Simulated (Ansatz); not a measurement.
# MoSF₄: how energies converge with the basis set

The task here is to estimate one member of a computed series from the others.

Method: one geometry, several basis sets; program: Ansatz 0.2.0, Gaussian basis.

The runs, in order: PBE0-D4/def2-SVP; ωB97M-V/def2-SVP; PBE0-D4/def2-QZVPP; ωB97M-V/def2-QZVPP; the functionals' def2-TZVPP values are taken from earlier runs.

1 further run of the same task is left out (for a known fault of the program).

**The geometry**

All runs share one geometry, relaxed beforehand with PBE0-D4 in a triple-zeta def2 set. Mo takes the def2 core potential; no spin-orbit term is included.

SMILES `[F][Mo]([F])([F])([F])=[S]`, 6 atoms, charge 0, spin multiplicity 1.

Atoms are counted from 1 here; the program's logs count them from 0.

Bond lengths: F1–Mo2 1.834 Å, Mo2–F3 1.834 Å, Mo2–F4 1.834 Å, Mo2–F5 1.834 Å, Mo2–S6 2.062 Å. Angles: F1–Mo2–F3 85.9°, F1–Mo2–F4 149.1°, F1–Mo2–F5 85.9°, F1–Mo2–S6 105.5°, F3–Mo2–F4 85.9°, F3–Mo2–F5 149.1°, F3–Mo2–S6 105.5°, F4–Mo2–F5 85.9°, F4–Mo2–S6 105.5°, F5–Mo2–S6 105.5°.

Set-up of the first run:

File in.yaml:

```yaml
crystal:
  periodic: [false, false, false]
  atoms:
    - {symbol: F, position_ang: [-1.037665, 0.303845, -1.487987]}
    - {symbol: Mo, position_ang: [0.006234, -0.026169, -0.016541]}
    - {symbol: F, position_ang: [-1.455128, -0.902986, 0.661265]}
    - {symbol: F, position_ang: [1.007336, -1.204045, 0.970470]}
    - {symbol: F, position_ang: [1.424807, 0.002927, -1.178701]}
    - {symbol: S, position_ang: [0.096517, 1.762427, 1.005392]}
basis:
  gaussian: {orbitals: def2-SVP}
hamiltonian: {xc: pbe0, dispersion: d4}
output: {orbitals: {seedname: orbitals}}
```

The run is started by

```bash
$ ansatz run in.yaml --threads 4 --pin off --events-out ev --progress --plain --max-ram 10444MiB
```

Among the steps run: PBE0-D4 in def2-SVP; ωB97M-V in def2-SVP; PBE0-D4 in def2-QZVPP; ωB97M-V in def2-QZVPP.

One table of the session follows, with a row left open; its other results are not shown here.

It belongs to the step «Density functionals: the series». 

| functional | basis | HOMO (eV) | LUMO (eV) |
| --- | --- | --- | --- |
| PBE0-D4 | def2-SVP | -9.80 | -4.62 |
| PBE0-D4 | def2-TZVPP | -9.70 | -4.48 |
| PBE0-D4 | def2-QZVPP | -9.68 | -4.45 |
| ωB97M-V | def2-SVP | -11.91 | -2.30 |
| ωB97M-V | def2-TZVPP | -11.84 | -2.17 |
| ωB97M-V | def2-QZVPP | ? | ? |

Q: Estimate the row for ωB97M-V, def2-QZVPP from the others.

The run gave: HOMO (eV): -11.83; LUMO (eV): -2.16. In the column «HOMO (eV)» it lies between ωB97M-V, def2-TZVPP (-11.84) and PBE0-D4, def2-SVP (-9.80).
